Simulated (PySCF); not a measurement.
**A gas-phase reaction: AlBrCl2 + H2S → AlCl2HS + BrH**

Wanted: the reaction energy for `[Cl][Al]([Cl])[Br]` + `S` → `[SH][Al]([Cl])[Cl]` + `Br`.

Computed with PySCF 2.14.0; each step states its level. No surroundings beyond the atoms listed, unless a continuum is named. Atoms count from 0, parts from 1.

## 1. Starting point

Each species was relaxed by itself at PBE0-D3(BJ)/def2-SVPD.

## 2. Reaction energy: wB97M-D3(BJ)/def2-TZVPD

Job settings and geometry (Å):

```
{"job": {"kind": "react", "xc": "wB97M-D3(BJ)", "basis": "def2-TZVPD"}, "charge": 0, "multiplicity": 1}
-1 AlBrCl2 charge 0 multiplicity 1
Cl    -0.488070     0.637620     1.949910
Al    -0.022440     0.013460     0.011570
Cl    -1.250070     0.572970    -1.583240
Br     1.779980    -1.241880    -0.360230

-1 H2S charge 0 multiplicity 1
S     -0.005660     0.615440    -0.005800
H     -0.981760    -0.317110    -0.004130
H      0.967950    -0.319550     0.012010

+1 AlCl2HS charge 0 multiplicity 1
S      0.083040     1.613240     0.609100
Al     0.167950    -0.492330     0.105570
Cl    -0.785890    -1.231480    -1.611220
Cl     1.223780    -1.794940     1.359470
H     -0.689420     1.902350    -0.464710

+1 BrH charge 0 multiplicity 1
Br     0.715060    -0.001250    -0.000320
H     -0.708680     0.004520    -0.001100
```

Level: wB97M-D3(BJ)/def2-TZVPD reaction energy of separated species, gas phase.

On the command line:

```sh
> OMP_NUM_THREADS=1 python cluster_run.py task.json out
```

This one command runs all jobs of the session in turn.

Output:

```text
species 1 (AlBrCl2)
coarse grid: 26320 points
cycle   1  E = -3737.3243339377  dE = -7.541e-01  |g| = 4.497e-01  |ddm| = 1.942e+00
cycle   2  E = -3737.3518467892  dE = -2.751e-02  |g| = 3.575e-01  |ddm| = 7.640e-01
cycle   3  E = -3737.3805010595  dE = -2.865e-02  |g| = 3.269e-02  |ddm| = 3.284e-01
cycle   4  E = -3737.3807436338  dE = -2.426e-04  |g| = 1.113e-02  |ddm| = 3.379e-02
cycle   5  E = -3737.3807876753  dE = -4.404e-05  |g| = 3.950e-03  |ddm| = 2.000e-02
cycle   6  E = -3737.3807930632  dE = -5.388e-06  |g| = 7.327e-04  |ddm| = 5.087e-03
final grid: 48456 points
cycle   7  E = -3737.3806613864  dE = -2.962e-07  |g| = 5.022e-04  |ddm| = 1.853e-03
cycle   8  E = -3737.3806614278  dE = -4.141e-08  |g| = 3.892e-04  |ddm| = 5.927e-04
cycle   9  E = -3737.3806614432  dE = -1.545e-08  |g| = 4.527e-05  |ddm| = 2.458e-04
cycle  10  E = -3737.3806614458  dE = -2.596e-09  |g| = 1.475e-05  |ddm| = 1.285e-04
cycle  11  E = -3737.3806614459  dE = -9.641e-11  |g| = 3.053e-06  |ddm| = 2.744e-05
converged SCF energy = -3737.3806614459

species 2 (H2S)
coarse grid: 11264 points
cycle   1  E = -399.4336013273  dE = -1.424e-01  |g| = 1.945e-01  |ddm| = 1.016e+00
cycle   2  E = -399.4459453647  dE = -1.234e-02  |g| = 1.106e-01  |ddm| = 2.399e-01
cycle   3  E = -399.4491447070  dE = -3.199e-03  |g| = 1.578e-02  |ddm| = 9.278e-02
cycle   4  E = -399.4492190486  dE = -7.434e-05  |g| = 4.851e-03  |ddm| = 1.790e-02
cycle   5  E = -399.4492312857  dE = -1.224e-05  |g| = 9.336e-04  |ddm| = 7.536e-03
cycle   6  E = -399.4492320169  dE = -7.312e-07  |g| = 1.776e-04  |ddm| = 2.124e-03
final grid: 22496 points
cycle   7  E = -399.4492196671  dE = -2.325e-08  |g| = 1.134e-04  |ddm| = 6.083e-04
cycle   8  E = -399.4492196701  dE = -2.974e-09  |g| = 6.804e-05  |ddm| = 1.498e-04
cycle   9  E = -399.4492196708  dE = -7.658e-10  |g| = 8.735e-06  |ddm| = 5.991e-05
converged SCF energy = -399.4492196708

species 3 (AlCl2HS)
coarse grid: 27776 points
cycle   1  E = -1561.9951035940  dE =  2.220e-01  |g| = 4.063e-01  |ddm| = 1.914e+00
cycle   2  E = -1562.0264114283  dE = -3.131e-02  |g| = 3.335e-01  |ddm| = 7.111e-01
cycle   3  E = -1562.0526327626  dE = -2.622e-02  |g| = 2.664e-02  |ddm| = 3.104e-01
cycle   4  E = -1562.0529557333  dE = -3.230e-04  |g| = 8.645e-03  |ddm| = 4.187e-02
cycle   5  E = -1562.0530081454  dE = -5.241e-05  |g| = 3.424e-03  |ddm| = 1.860e-02
cycle   6  E = -1562.0530141504  dE = -6.005e-06  |g| = 7.267e-04  |ddm| = 4.703e-03
final grid: 52504 points
cycle   7  E = -1562.0529663168  dE = -4.761e-07  |g| = 3.859e-04  |ddm| = 1.837e-03
cycle   8  E = -1562.0529664054  dE = -8.862e-08  |g| = 2.341e-04  |ddm| = 6.254e-04
cycle   9  E = -1562.0529664268  dE = -2.139e-08  |g| = 7.405e-05  |ddm| = 2.552e-04
cycle  10  E = -1562.0529664346  dE = -7.855e-09  |g| = 2.443e-05  |ddm| = 2.488e-04
cycle  11  E = -1562.0529664349  dE = -2.751e-10  |g| = 4.035e-06  |ddm| = 4.149e-05
converged SCF energy = -1562.0529664349

species 4 (BrH)
coarse grid: 9808 points
cycle   1  E = -2574.7444816679  dE = -1.115e+00  |g| = 2.814e-01  |ddm| = 9.887e-01
cycle   2  E = -2574.7574487808  dE = -1.297e-02  |g| = 1.487e-01  |ddm| = 2.655e-01
cycle   3  E = -2574.7608845949  dE = -3.436e-03  |g| = 8.657e-03  |ddm| = 8.708e-02
cycle   4  E = -2574.7609219598  dE = -3.736e-05  |g| = 2.523e-03  |ddm| = 1.268e-02
cycle   5  E = -2574.7609263902  dE = -4.430e-06  |g| = 6.497e-04  |ddm| = 4.934e-03
final grid: 18448 points
cycle   6  E = -2574.7609110900  dE = -1.923e-07  |g| = 3.883e-04  |ddm| = 9.236e-04
cycle   7  E = -2574.7609111177  dE = -2.763e-08  |g| = 2.728e-04  |ddm| = 3.936e-04
cycle   8  E = -2574.7609111247  dE = -7.069e-09  |g| = 3.379e-05  |ddm| = 1.359e-04
cycle   9  E = -2574.7609111258  dE = -1.039e-09  |g| = 1.120e-05  |ddm| = 6.293e-05
cycle  10  E = -2574.7609111258  dE = -4.638e-11  |g| = 1.703e-06  |ddm| = 1.292e-05
converged SCF energy = -2574.7609111258

Reaction energy = 9.788 kcal/mol
```

Run time: 38 s. Hardware: 1 thread of Arm Neoverse N1, shared host; peak memory 0.67 GiB.

Species by species (with the dispersion term, which the log's SCF energies lack):

```
 ν             species  energy (Eh)  HOMO (eV)
-1  [Cl][Al]([Cl])[Br]  -3737.38502     -11.28
-1                   S   -399.45056      -9.89
+1  [SH][Al]([Cl])[Cl]  -1562.05850     -10.55
+1                  Br  -2574.76148     -11.15
```

## 3. Energies of the species: PBE0-D3(BJ)/def2-TZVPD

Same as in step 2 but for these lines:

```diff
@@ -1,2 +1,2 @@
-{"job": {"kind": "react", "xc": "wB97M-D3(BJ)", "basis": "def2-TZVPD"}, "charge": 0, "multiplicity": 1}
+{"job": {"kind": "react", "xc": "PBE0", "basis": "def2-TZVPD", "disp": "d3bj"}, "charge": 0, "multiplicity": 1}
 -1 AlBrCl2 charge 0 multiplicity 1
```

Method: PBE0-D3(BJ)/def2-TZVPD reaction energy of separated species, gas phase.

Output:

```text
species 1 (AlBrCl2)
coarse grid: 26320 points
cycle   1  E = -3736.4836963398  dE = -7.601e-01  |g| = 4.223e-01  |ddm| = 2.038e+00
cycle   2  E = -3736.4710175209  dE =  1.268e-02  |g| = 4.602e-01  |ddm| = 8.551e-01
cycle   3  E = -3736.5211381723  dE = -5.012e-02  |g| = 8.076e-02  |ddm| = 4.867e-01
cycle   4  E = -3736.5223589931  dE = -1.221e-03  |g| = 1.566e-02  |ddm| = 5.913e-02
cycle   5  E = -3736.5224177310  dE = -5.874e-05  |g| = 3.793e-03  |ddm| = 1.696e-02
cycle   6  E = -3736.5224211720  dE = -3.441e-06  |g| = 1.223e-03  |ddm| = 4.793e-03
final grid: 48456 points
cycle   7  E = -3736.5223825975  dE = -3.244e-09  |g| = 1.403e-03  |ddm| = 2.604e-03
cycle   8  E = -3736.5223825076  dE =  8.986e-08  |g| = 1.625e-03  |ddm| = 2.474e-03
cycle   9  E = -3736.5223830023  dE = -4.947e-07  |g| = 5.735e-05  |ddm| = 1.280e-03
cycle  10  E = -3736.5223830029  dE = -6.339e-10  |g| = 1.020e-05  |ddm| = 5.325e-05
converged SCF energy = -3736.5223830029

species 2 (H2S)
coarse grid: 2864 points
cycle   1  E = -399.2518634235  dE = -9.250e-02  |g| = 1.630e-01  |ddm| = 1.023e+00
cycle   2  E = -399.2538576529  dE = -1.994e-03  |g| = 1.600e-01  |ddm| = 2.978e-01
cycle   3  E = -399.2614718745  dE = -7.614e-03  |g| = 1.497e-02  |ddm| = 1.477e-01
cycle   4  E = -399.2614864866  dE = -1.461e-05  |g| = 1.103e-03  |ddm| = 5.881e-03
cycle   5  E = -399.2614868669  dE = -3.804e-07  |g| = 6.136e-04  |ddm| = 1.717e-03
final grid: 22496 points
cycle   6  E = -399.2625175362  dE = -7.084e-06  |g| = 4.896e-03  |ddm| = 1.692e-02
cycle   7  E = -399.2625181688  dE = -6.326e-07  |g| = 3.960e-03  |ddm| = 6.698e-03
cycle   8  E = -399.2625211011  dE = -2.932e-06  |g| = 2.911e-04  |ddm| = 3.504e-03
cycle   9  E = -399.2625211289  dE = -2.778e-08  |g| = 3.582e-05  |ddm| = 2.357e-04
cycle  10  E = -399.2625211293  dE = -3.593e-10  |g| = 6.382e-06  |ddm| = 2.919e-05
converged SCF energy = -399.2625211293

species 3 (AlCl2HS)
coarse grid: 7120 points
cycle   1  E = -1561.2686624481  dE =  2.292e-01  |g| = 3.687e-01  |ddm| = 2.005e+00
cycle   2  E = -1561.2578781527  dE =  1.078e-02  |g| = 4.467e-01  |ddm| = 8.409e-01
cycle   3  E = -1561.3086078179  dE = -5.073e-02  |g| = 4.884e-02  |ddm| = 4.525e-01
cycle   4  E = -1561.3090830608  dE = -4.752e-04  |g| = 2.016e-02  |ddm| = 4.750e-02
cycle   5  E = -1561.3091973521  dE = -1.143e-04  |g| = 2.176e-03  |ddm| = 1.814e-02
cycle   6  E = -1561.3091983956  dE = -1.044e-06  |g| = 1.104e-03  |ddm| = 2.552e-03
final grid: 52504 points
cycle   7  E = -1561.3106100350  dE = -1.709e-05  |g| = 6.190e-03  |ddm| = 2.740e-02
cycle   8  E = -1561.3106086883  dE =  1.347e-06  |g| = 5.837e-03  |ddm| = 1.023e-02
cycle   9  E = -1561.3106161559  dE = -7.468e-06  |g| = 5.242e-04  |ddm| = 5.998e-03
cycle  10  E = -1561.3106162485  dE = -9.260e-08  |g| = 9.988e-05  |ddm| = 5.540e-04
cycle  11  E = -1561.3106162511  dE = -2.688e-09  |g| = 2.324e-05  |ddm| = 9.350e-05
cycle  12  E = -1561.3106162513  dE = -1.187e-10  |g| = 9.494e-06  |ddm| = 2.398e-05
converged SCF energy = -1561.3106162513

species 4 (BrH)
coarse grid: 9808 points
cycle   1  E = -2574.4494534847  dE = -1.081e+00  |g| = 2.724e-01  |ddm| = 1.042e+00
cycle   2  E = -2574.4540917508  dE = -4.638e-03  |g| = 1.699e-01  |ddm| = 2.601e-01
cycle   3  E = -2574.4588661757  dE = -4.774e-03  |g| = 3.007e-02  |ddm| = 1.194e-01
cycle   4  E = -2574.4590976645  dE = -2.315e-04  |g| = 4.156e-03  |ddm| = 2.212e-02
cycle   5  E = -2574.4591016670  dE = -4.002e-06  |g| = 1.311e-03  |ddm| = 4.270e-03
final grid: 18448 points
cycle   6  E = -2574.4591027953  dE = -7.034e-08  |g| = 1.375e-03  |ddm| = 2.024e-03
cycle   7  E = -2574.4591028097  dE = -1.433e-08  |g| = 1.399e-03  |ddm| = 1.791e-03
cycle   8  E = -2574.4591030306  dE = -2.209e-07  |g| = 5.149e-05  |ddm| = 8.398e-04
cycle   9  E = -2574.4591030312  dE = -6.685e-10  |g| = 1.026e-05  |ddm| = 4.413e-05
converged SCF energy = -2574.4591030312

Reaction energy = 9.356 kcal/mol
```

Run time: 20 s. Hardware: 1 thread of Arm Neoverse N1, shared host; peak memory 0.62 GiB.

Reaction energy at this level: 9.36 kcal/mol.

## 4. Energies of the species: MP2/def2-TZVPD

Same as in step 3 but for these lines:

```diff
@@ -1,2 +1,2 @@
-{"job": {"kind": "react", "xc": "PBE0", "basis": "def2-TZVPD", "disp": "d3bj"}, "charge": 0, "multiplicity": 1}
+{"job": {"kind": "react", "xc": "MP2", "basis": "def2-TZVPD"}, "charge": 0, "multiplicity": 1}
 -1 AlBrCl2 charge 0 multiplicity 1
```

Level: MP2/def2-TZVPD reaction energy of separated species, gas phase.

Output:

```text
species 1 (AlBrCl2)
final grid: 48456 points
cycle   1  E = -3733.5407896981  dE = -7.537e-01  |g| = 4.023e-01  |ddm| = 1.904e+00
cycle   2  E = -3733.5837210097  dE = -4.293e-02  |g| = 2.142e-01  |ddm| = 5.838e-01
cycle   3  E = -3733.5952803110  dE = -1.156e-02  |g| = 2.910e-02  |ddm| = 2.123e-01
cycle   4  E = -3733.5957020187  dE = -4.217e-04  |g| = 8.817e-03  |ddm| = 5.513e-02
cycle   5  E = -3733.5957318252  dE = -2.981e-05  |g| = 2.768e-03  |ddm| = 1.431e-02
cycle   6  E = -3733.5957349271  dE = -3.102e-06  |g| = 5.933e-04  |ddm| = 3.776e-03
cycle   7  E = -3733.5957351391  dE = -2.120e-07  |g| = 1.408e-04  |ddm| = 9.402e-04
cycle   8  E = -3733.5957351558  dE = -1.667e-08  |g| = 3.150e-05  |ddm| = 2.570e-04
cycle   9  E = -3733.5957351566  dE = -8.276e-10  |g| = 9.239e-06  |ddm| = 5.239e-05
converged SCF energy = -3733.5957351566

species 2 (H2S)
final grid: 22496 points
cycle   1  E = -398.6881060580  dE = -1.695e-01  |g| = 2.014e-01  |ddm| = 9.977e-01
cycle   2  E = -398.7050961478  dE = -1.699e-02  |g| = 7.023e-02  |ddm| = 1.849e-01
cycle   3  E = -398.7068537069  dE = -1.758e-03  |g| = 2.154e-02  |ddm| = 5.635e-02
cycle   4  E = -398.7071965108  dE = -3.428e-04  |g| = 6.311e-03  |ddm| = 2.471e-02
cycle   5  E = -398.7072259248  dE = -2.941e-05  |g| = 1.395e-03  |ddm| = 9.171e-03
cycle   6  E = -398.7072274064  dE = -1.482e-06  |g| = 3.129e-04  |ddm| = 2.398e-03
cycle   7  E = -398.7072274921  dE = -8.569e-08  |g| = 5.002e-05  |ddm| = 6.832e-04
cycle   8  E = -398.7072274943  dE = -2.251e-09  |g| = 1.186e-05  |ddm| = 9.128e-05
cycle   9  E = -398.7072274944  dE = -1.265e-10  |g| = 1.950e-06  |ddm| = 2.073e-05
converged SCF energy = -398.7072274944

species 3 (AlCl2HS)
final grid: 52504 points
cycle   1  E = -1559.2226180417  dE =  2.240e-01  |g| = 3.922e-01  |ddm| = 1.885e+00
cycle   2  E = -1559.2707685820  dE = -4.815e-02  |g| = 1.990e-01  |ddm| = 5.446e-01
cycle   3  E = -1559.2810553503  dE = -1.029e-02  |g| = 3.445e-02  |ddm| = 2.005e-01
cycle   4  E = -1559.2818173310  dE = -7.620e-04  |g| = 9.871e-03  |ddm| = 6.139e-02
cycle   5  E = -1559.2818894327  dE = -7.210e-05  |g| = 2.817e-03  |ddm| = 1.811e-02
cycle   6  E = -1559.2818958485  dE = -6.416e-06  |g| = 8.769e-04  |ddm| = 4.606e-03
cycle   7  E = -1559.2818964764  dE = -6.279e-07  |g| = 2.186e-04  |ddm| = 1.642e-03
cycle   8  E = -1559.2818965203  dE = -4.396e-08  |g| = 5.607e-05  |ddm| = 4.779e-04
cycle   9  E = -1559.2818965234  dE = -3.040e-09  |g| = 1.909e-05  |ddm| = 1.168e-04
cycle  10  E = -1559.2818965238  dE = -3.765e-10  |g| = 5.876e-06  |ddm| = 4.399e-05
converged SCF energy = -1559.2818965238

species 4 (BrH)
final grid: 18448 points
cycle   1  E = -2572.9852621911  dE = -1.144e+00  |g| = 2.202e-01  |ddm| = 9.639e-01
cycle   2  E = -2572.9999185912  dE = -1.466e-02  |g| = 7.760e-02  |ddm| = 2.157e-01
cycle   3  E = -2573.0014423689  dE = -1.524e-03  |g| = 1.588e-02  |ddm| = 5.815e-02
cycle   4  E = -2573.0016142689  dE = -1.719e-04  |g| = 5.005e-03  |ddm| = 1.886e-02
cycle   5  E = -2573.0016333947  dE = -1.913e-05  |g| = 1.691e-03  |ddm| = 6.805e-03
cycle   6  E = -2573.0016347977  dE = -1.403e-06  |g| = 3.418e-04  |ddm| = 2.059e-03
cycle   7  E = -2573.0016348714  dE = -7.364e-08  |g| = 5.979e-05  |ddm| = 6.414e-04
cycle   8  E = -2573.0016348728  dE = -1.423e-09  |g| = 8.468e-06  |ddm| = 8.660e-05
cycle   9  E = -2573.0016348728  dE = -4.457e-11  |g| = 1.310e-06  |ddm| = 1.889e-05
converged SCF energy = -2573.0016348728

Reaction energy = 10.463 kcal/mol
```

Run time: 12 s. Hardware: 1 thread of Arm Neoverse N1, shared host; peak memory 0.48 GiB.

Reaction energy at this level: 10.46 kcal/mol.

## 5. Side by side

Energies in kcal/mol, with wall time:

```
                    run  reaction  time
wB97M-D3(BJ)/def2-TZVPD      9.79  38 s
 PBE0-D3(BJ)/def2-TZVPD      9.36  20 s
         MP2/def2-TZVPD     10.46  12 s
```

## 6. Summary of results

| quantity | value |
| --- | --- |
| reaction energy (wB97M-D3(BJ)/def2-TZVPD) | 9.79 kcal/mol |
| ΔH, ΔG at 298 K (xTB thermal terms) | +9.1, +9.1 kcal/mol |
| range of the reaction energy over the runs of this table | 9.36 to 10.46 kcal/mol |

**Reading.** The reaction is endothermic by 9.1 kcal/mol in the gas phase; dispersion gives -0.25, and xTB itself gave 17.82 for the electronic energy (xTB energies and thermal terms come from the earlier relaxation of each species, not shown). No barrier was sought. The reaction energy runs from 9.36 (PBE0-D3(BJ)/def2-TZVPD) to 10.46 kcal/mol (MP2/def2-TZVPD).
